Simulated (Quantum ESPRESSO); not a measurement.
# Zr3BF5 (P-62m) in Quantum ESPRESSO: reference runs

Aim: a first look at Zr3BF5 with PBE, on the cell as given.

Program: Quantum ESPRESSO 7.5. These are calculated values, not measurements. Logs are shortened: lines on timing, memory, paths and dates and some standing lists are left out, and cuts for length are marked.

## 1. Starting point

The structure is hexagonal, space group P-62m (No. 189). Conventional cell: a = 5.878 Å, b = 5.878 Å, c = 3.615 Å, α = 90.00°, β = 90.00°, γ = 120.00°. Zr (site symmetry m2m) is surrounded by 1 B at 2.39 Å and 4 F at 2.54 Å. B (site symmetry -62m) has 6 F at 2.28 Å and 3 Zr at 2.39 Å as nearest neighbours. F (site symmetry m2m) has 2 B at 2.28 Å and 4 F at 2.30 to 2.41 Å as nearest neighbours. F (site symmetry -6) has 3 F at 2.30 Å and 6 Zr at 2.54 Å as nearest neighbours.

The cell was built by a generator and needn't be a form met in nature.

## 2. Single point, PBE

Contents of pw.in:

```
&CONTROL
  calculation = 'scf'
  prefix = 'pwscf'
  outdir = './tmp'
  pseudo_dir = './pseudo'
  tprnfor = .true.
  tstress = .true.
  disk_io = 'low'
/
&SYSTEM
  ibrav = 0
  nat = 9
  ntyp = 3
  ecutwfc = 55
  ecutrho = 440
  nbnd = 49
  occupations = 'smearing'
  smearing = 'fd'
  degauss = 0.00367493
/
&ELECTRONS
  conv_thr = 1.8d-09
  electron_maxstep = 120
  mixing_beta = 0.5
/
ATOMIC_SPECIES
Zr    91.2240 Zr_pbe_v1.uspp.F.UPF
B     10.8100 b_pbe_v1.4.uspp.F.UPF
F     18.9984 f_pbe_v1.4.uspp.F.UPF
CELL_PARAMETERS angstrom
   5.8781226700    0.0000000000    0.0000000000
  -2.9390613400    5.0906035600    0.0000000000
   0.0000000000    0.0000000000    3.6146576900
ATOMIC_POSITIONS crystal
Zr     0.5930799200    0.0000000000    0.5000000000
Zr     0.4069200800    0.4069200800    0.5000000000
Zr     0.0000000000    0.5930799200    0.5000000000
B      0.0000000000    0.0000000000    0.5000000000
F      0.2364990000    0.0000000000    0.0000000000
F      0.0000000000    0.2364990000    0.0000000000
F      0.6666666700    0.3333333300    0.0000000000
F      0.3333333300    0.6666666700    0.0000000000
F      0.7635010000    0.7635010000    0.0000000000
K_POINTS automatic
5 5 7 0 0 0
```

Contents of pp_density.in:

```
&INPUTPP
  prefix = 'pwscf'
  outdir = './tmp'
  filplot = 'density.dat'
  plot_num = 0
/
&PLOT
  nfile = 1
  filepp(1) = 'density.dat'
  iflag = 3
  output_format = 6
  fileout = 'density.cube'
/
```

Contents of pp_potential.in:

```
&INPUTPP
  prefix = 'pwscf'
  outdir = './tmp'
  filplot = 'potential.dat'
  plot_num = 11
/
&PLOT
  nfile = 1
  filepp(1) = 'potential.dat'
  iflag = 3
  output_format = 6
  fileout = 'potential.cube'
/
```

Potentials or basis: SSSP 1.3 efficiency PBE.

The run is started by

```bash
$ OMP_NUM_THREADS=1 pw.x -in pw.in > pw.out
$ OMP_NUM_THREADS=1 pp.x -in pp_density.in > pp_density.out
$ OMP_NUM_THREADS=1 pp.x -in pp_potential.in > pp_potential.out
```

pw.out:

```text
This program is part of the open-source Quantum ESPRESSO suite
     for quantum simulation of materials; please cite
[... 9 lines left out ...]
     --------------------
     sticks:   dense  smooth     PW     G-vecs:    dense   smooth      PW
     Sum        3745    1879    535               113793    40251    6191

     Using Slab Decomposition

     bravais-lattice index     =            0
     lattice parameter (alat)  =      11.1080  a.u.
     unit-cell volume          =     729.9140 (a.u.)^3
     number of atoms/cell      =            9
     number of atomic types    =            3
     number of electrons       =        74.00
     number of Kohn-Sham states=           49
     kinetic-energy cutoff     =      55.0000  Ry
     charge density cutoff     =     440.0000  Ry
     scf convergence threshold =      1.8E-09
     mixing beta               =       0.5000
     number of iterations used =            8  plain     mixing
     Exchange-correlation=  SLA  PW   PBX  PBC
                           (   1   4   3   4   0   0   0)

     celldm(1)=  11.108042  celldm(2)=   0.000000  celldm(3)=   0.000000
     celldm(4)=   0.000000  celldm(5)=   0.000000  celldm(6)=   0.000000

     crystal axes: (cart. coord. in units of alat)
               a(1) = (   1.000000   0.000000   0.000000 )
               a(2) = (  -0.500000   0.866025   0.000000 )
               a(3) = (   0.000000   0.000000   0.614934 )

     reciprocal axes: (cart. coord. in units 2 pi/alat)
               b(1) = (  1.000000  0.577350 -0.000000 )
               b(2) = (  0.000000  1.154701  0.000000 )
               b(3) = (  0.000000 -0.000000  1.626191 )

     PseudoPot. # 1 for Zr read from file:
     Zr_pbe_v1.uspp.F.UPF
     Pseudo is Ultrasoft + core correction, Zval = 12.0
     Generated by new atomic code, or converted to UPF format
     Using radial grid of  887 points,  6 beta functions with:
                l(1) =   0
                l(2) =   0
                l(3) =   1
                l(4) =   1
                l(5) =   2
                l(6) =   2
     Q(r) pseudized with  6 coefficients,  rinner =    1.200   1.200   1.200
                                                       1.200   1.200

     PseudoPot. # 2 for B  read from file:
     b_pbe_v1.4.uspp.F.UPF
     Pseudo is Ultrasoft + core correction, Zval =  3.0
     Generated by new atomic code, or converted to UPF format
     Using radial grid of  781 points,  4 beta functions with:
                l(1) =   0
                l(2) =   0
                l(3) =   1
                l(4) =   1
     Q(r) pseudized with  8 coefficients,  rinner =    1.100   1.100   1.100

     PseudoPot. # 3 for F  read from file:
     f_pbe_v1.4.uspp.F.UPF
     Pseudo is Ultrasoft, Zval =  7.0
     Generated by new atomic code, or converted to UPF format
     Using radial grid of  799 points,  4 beta functions with:
                l(1) =   0
                l(2) =   0
                l(3) =   1
                l(4) =   1
     Q(r) pseudized with  8 coefficients,  rinner =    0.950   0.950   0.950

     atomic species   valence    mass     pseudopotential
     Zr               12.00    91.22400     Zr( 1.00)
     B                 3.00    10.81000     B ( 1.00)
     F                 7.00    18.99840     F ( 1.00)

     12 Sym. Ops. (no inversion) found

   Cartesian axes

     site n.     atom                  positions (alat units)
         1        Zr     tau(   1) = (   0.5930799   0.0000000   0.3074670  )
         2        Zr     tau(   2) = (   0.2034600   0.3524031   0.3074670  )
         3        Zr     tau(   3) = (  -0.2965400   0.5136223   0.3074670  )
         4        B      tau(   4) = (   0.0000000   0.0000000   0.3074670  )
         5        F      tau(   5) = (   0.2364990   0.0000000   0.0000000  )
         6        F      tau(   6) = (  -0.1182495   0.2048141   0.0000000  )
         7        F      tau(   7) = (   0.5000000   0.2886751   0.0000000  )
         8        F      tau(   8) = (  -0.0000000   0.5773503   0.0000000  )
         9        F      tau(   9) = (   0.3817505   0.6612113   0.0000000  )

     number of k points=    20  Fermi-Dirac smearing, width (Ry)=  0.0037
                       cart. coord. in units 2pi/alat
        k(    1) = (   0.0000000   0.0000000   0.0000000), wk =   0.0114286
        k(    2) = (   0.0000000   0.0000000   0.2323130), wk =   0.0228571
        k(    3) = (   0.0000000   0.0000000   0.4646259), wk =   0.0228571
        k(    4) = (   0.0000000   0.0000000   0.6969389), wk =   0.0228571
        k(    5) = (   0.0000000   0.2309401   0.0000000), wk =   0.0685714
        k(    6) = (   0.0000000   0.2309401   0.2323130), wk =   0.1371429
[... 12 lines left out ...]
        k(   19) = (   0.2000000   0.5773503   0.4646259), wk =   0.1371429
        k(   20) = (   0.2000000   0.5773503   0.6969389), wk =   0.1371429

     Dense  grid:   113793 G-vectors     FFT dimensions: (  75,  75,  45)

     Smooth grid:    40251 G-vectors     FFT dimensions: (  54,  54,  36)

     Check: negative core charge=   -0.000001

     Initial potential from superposition of free atoms

     starting charge      73.9933, renormalised to      74.0000

     negative rho (up, down):  1.814E-01 0.000E+00
     Starting wfcs are   63 randomized atomic wfcs

     Self-consistent Calculation

     iteration #  1     ecut=    55.00 Ry     beta= 0.50
     Davidson diagonalization with overlap
     ethr =  1.00E-02,  avg # of iterations =  2.0

     negative rho (up, down):  1.818E-01 0.000E+00

     total energy              =    -546.49305770 Ry
     estimated scf accuracy    <       1.22965368 Ry

     iteration #  2     ecut=    55.00 Ry     beta= 0.50
     Davidson diagonalization with overlap
     ethr =  1.66E-03,  avg # of iterations =  3.5

     negative rho (up, down):  1.812E-01 0.000E+00

     total energy              =    -546.61351333 Ry
     estimated scf accuracy    <       1.83380697 Ry

     iteration #  3     ecut=    55.00 Ry     beta= 0.50
     Davidson diagonalization with overlap
     ethr =  1.66E-03,  avg # of iterations =  2.5

     negative rho (up, down):  1.809E-01 0.000E+00

     total energy              =    -546.93285169 Ry
     estimated scf accuracy    <       0.07631860 Ry

     iteration #  4     ecut=    55.00 Ry     beta= 0.50
     Davidson diagonalization with overlap
     ethr =  1.03E-04,  avg # of iterations =  3.0
[... 46 lines left out ...]
     negative rho (up, down):  1.800E-01 0.000E+00

     total energy              =    -546.94624188 Ry
     estimated scf accuracy    <       0.00000009 Ry

     iteration # 10     ecut=    55.00 Ry     beta= 0.50
     Davidson diagonalization with overlap
     ethr =  1.17E-10,  avg # of iterations =  2.4

     negative rho (up, down):  1.800E-01 0.000E+00

     total energy              =    -546.94624190 Ry
     estimated scf accuracy    <          7.8E-09 Ry

     iteration # 11     ecut=    55.00 Ry     beta= 0.50
     Davidson diagonalization with overlap
     ethr =  1.06E-11,  avg # of iterations =  3.0

     negative rho (up, down):  1.800E-01 0.000E+00

     End of self-consistent calculation

          k = 0.0000 0.0000 0.0000 (  5039 PWs)   bands (ev):

   -36.5570 -36.4470 -36.4470 -15.2014 -14.8380 -14.7082 -14.7082 -14.6474
   -14.6474 -14.3036 -14.0439 -14.0439 -12.8584 -12.1924 -11.0701 -10.7142
   -10.7142   4.2817   4.2817   4.9709   5.5289   5.6193   5.7518   5.7518
     6.8011   7.2746   7.2746   7.8684   7.8684   8.1220   8.5620   8.8462
     8.8462  11.1330  12.5114  12.5114  13.3474  13.3474  13.3711  14.6694
    14.6694  14.9253  14.9253  14.9634  15.1519  15.7058  16.0137  16.0291
    16.0291

          k = 0.0000 0.0000 0.2323 (  5008 PWs)   bands (ev):

   -36.5545 -36.4450 -36.4450 -15.1488 -14.9772 -14.7402 -14.7402 -14.6332
   -14.6332 -14.2839 -14.0409 -14.0409 -12.7263 -12.2716 -11.0664 -10.7277
   -10.7277   4.4034   4.4034   5.0498   5.1027   5.6273   5.6756   5.6756
     6.4273   7.1681   7.1681   7.8583   7.8583   8.1062   8.8367   8.8367
     9.2957  11.4151  12.6512  12.6512  13.4044  13.4044  13.8193  14.7228
    14.7389  14.7389  15.0149  15.0149  15.1144  15.8571  16.0190  16.0190
    16.1047

          k = 0.0000 0.0000 0.4646 (  5032 PWs)   bands (ev):

   -36.5489 -36.4406 -36.4406 -15.2334 -15.0197 -14.8115 -14.8115 -14.6010
   -14.6010 -14.2523 -14.0340 -14.0340 -12.4748 -12.4600 -11.0561 -10.7585
   -10.7585   4.4004   4.6788   4.6788   5.2405   5.4291   5.5268   5.5268
     6.1272   6.9298   6.9298   7.8201   7.8201   8.0457   8.8322   8.8322
    10.4229  12.0353  12.9555  12.9555  13.3790  13.3790  14.4052  14.8147
    14.8940  14.8940  15.3295  15.3295  15.3314  15.9779  16.1816  16.1816
    16.3368
[... 151 lines left out ...]
          k = 0.2000 0.5774 0.4646 (  5039 PWs)   bands (ev):

   -36.5054 -36.4835 -36.4418 -15.0821 -15.0210 -14.8314 -14.7840 -14.6390
   -14.4868 -14.2574 -14.2367 -14.1124 -12.4451 -12.4408 -11.2436 -10.6892
   -10.6443   4.6165   4.7969   4.9266   5.2347   5.2719   5.3431   5.4891
     6.6749   6.7674   6.9351   7.0016   7.2545   8.5676   8.8791   8.9515
    10.3626  12.0032  12.2428  12.7977  13.2354  14.0941  14.1632  14.5608
    14.7823  14.8571  15.3692  15.4678  15.6391  15.8698  16.0652  16.1204
    16.9389

          k = 0.2000 0.5774 0.6969 (  5048 PWs)   bands (ev):

   -36.5013 -36.4796 -36.4381 -15.1936 -15.0941 -14.8930 -14.7346 -14.5925
   -14.4552 -14.2414 -14.2254 -14.1042 -12.4936 -12.4217 -11.2621 -10.6805
   -10.6294   4.7682   4.8104   4.9176   5.0754   5.1276   5.2082   5.2648
     6.4531   6.5200   6.8912   7.1102   7.2744   8.5801   8.8991   8.9432
    10.7677  12.5639  12.7386  13.2256  13.5612  13.9114  14.0722  14.3570
    14.8037  14.8071  15.6415  15.6523  15.8893  16.0894  16.3600  16.6794
    17.9586

     the Fermi energy is    13.3835 ev

!    total energy              =    -546.94624190 Ry
     estimated scf accuracy    <          1.5E-09 Ry
     smearing contrib. (-TS)   =      -0.00233675 Ry
     internal energy E=F+TS    =    -546.94390515 Ry

     The total energy is F=E-TS. E is the sum of the following terms:
     one-electron contribution =    -112.83101343 Ry
     hartree contribution      =     102.37204157 Ry
     xc contribution           =    -103.13233184 Ry
     ewald contribution        =    -433.35260145 Ry

     convergence has been achieved in  11 iterations

     negative rho (up, down):  1.800E-01 0.000E+00

     Forces acting on atoms (cartesian axes, Ry/au):

     atom    1 type  1   force =     0.02542254    0.00000000   -0.00000000
     atom    2 type  1   force =    -0.01271127   -0.02201656    0.00000000
     atom    3 type  1   force =    -0.01271127    0.02201656    0.00000000
     atom    4 type  2   force =    -0.00000000    0.00000000    0.00000000
     atom    5 type  3   force =     0.04472922    0.00000000    0.00000000
     atom    6 type  3   force =    -0.02236461    0.03873664    0.00000000
     atom    7 type  3   force =     0.00000000    0.00000000   -0.00000000
     atom    8 type  3   force =     0.00000000    0.00000000    0.00000000
     atom    9 type  3   force =    -0.02236461   -0.03873664    0.00000000

     Total force =     0.089112     Total SCF correction =     0.000039

     Computing stress (Cartesian axis) and pressure

     negative rho (up, down):  1.800E-01 0.000E+00
          total   stress  (Ry/bohr**3)                   (kbar)     P=       28.41
   0.00003654   0.00000000   0.00000000            5.37        0.00        0.00
   0.00000000   0.00003654   0.00000000            0.00        5.37        0.00
   0.00000000   0.00000000   0.00050638            0.00        0.00       74.49

=------------------------------------------------------------------------------=
   JOB DONE.
=------------------------------------------------------------------------------=
```

Wall time 75 s (1 thread of Intel Xeon 6975P-C (Granite Rapids), shared host); peak memory 0.52 GiB.

What came out:

| Quantity | Value |
| --- | --- |
| Free energy | -7441.5827 eV |
| Pressure | 2.8 GPa |
| Largest force | 1.150 eV/Å |
| Band gap on the k mesh | none (metal or under the smearing width) |

Forces in eV/Å, atoms in the order of the input:
```
Zr   0.654  0.000  0.000
Zr  -0.327 -0.566  0.000
Zr  -0.327  0.566  0.000
B    0.000  0.000  0.000
F    1.150  0.000  0.000
F   -0.575  0.996  0.000
F    0.000  0.000  0.000
F    0.000  0.000  0.000
F   -0.575 -0.996  0.000
```

Levels at points of the mesh, in eV from the Fermi level:
```csv
k point,band 35,band 36,band 37,band 38,band 39,band 40
"(0.00, 0.00, 0.00)",-0.87,-0.87,-0.04,-0.04,-0.01,1.29
```

Caveat: forces of over 1 eV/Å show positions far from the minimum, so gaps and moduli don't describe the material at rest.
